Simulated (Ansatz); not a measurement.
Predict the output of the script below (Ansatz 0.2.0, Python API).

Script `bend_fgeh3os.py`:
```python
"""Bending curve of FGeH3OS."""

import warnings

import ansatz as az
from ase import Atoms


def main() -> None:
    warnings.simplefilter("ignore", az.DeckWarning)

    atoms = Atoms(["O", "Ge", "F", "S", "H", "H", "H"], positions=[
        (-1.4764, 0.0905, 0.5464),
        (0.212, -0.2786, 0.4991),
        (0.4671, -1.6997, 1.4713),
        (0.9128, -0.675, -1.5957),
        (-1.5933, 0.9561, -0.022),
        (1.0387, 0.9282, 1.0587),
        (0.5005, 0.6105, -2.0035),
    ])

    # relax first, so that the scan starts from a minimum
    first = (
        az.Crystal.molecule_from_ase(atoms).calculation()
        .basis(gaussian="def2-SVP")
        .functional("r2scan0")
        .relax(force_tolerance=0.02, max_steps=80)
    )
    atoms.positions = first.run(threads=1, backend="cpu").report["positions_ang"]

    rows = []
    for angle in [85, 95, 105, 115, 125, 140, 160]:
        bent = atoms.copy()
        bent.set_angle(1, 3, 6, angle, indices=[6])
        calc = (
            az.Crystal.molecule_from_ase(bent).calculation()
            .basis(gaussian="def2-SVP")
            .functional("r2scan0")
        )
        rows.append((angle, calc.run(threads=1, backend="cpu").report["free_energy_ev"]))
    floor = min(e for _, e in rows)
    for angle, e in rows:
        print(f"angle Ge1-S3-H6 = {angle:3d} deg   {1000 * (e - floor):9.1f} meV")


if __name__ == "__main__":
    main()
```

```console
$ python bend_fgeh3os.py
angle Ge1-S3-H6 =  85 deg        29.8 meV
angle Ge1-S3-H6 =  95 deg         0.0 meV
angle Ge1-S3-H6 = 105 deg        76.2 meV
angle Ge1-S3-H6 = 115 deg       245.6 meV
angle Ge1-S3-H6 = 125 deg       493.6 meV
angle Ge1-S3-H6 = 140 deg       966.2 meV
angle Ge1-S3-H6 = 160 deg      1609.0 meV
```

The scan is rigid, and the energies are electronic, in a modest basis. The zero is the lowest point of the grid, which needn't be the minimum. Run time: 4.1 min on 1 thread of Arm Neoverse V1, on a shared host, peak memory 0.29 GiB.
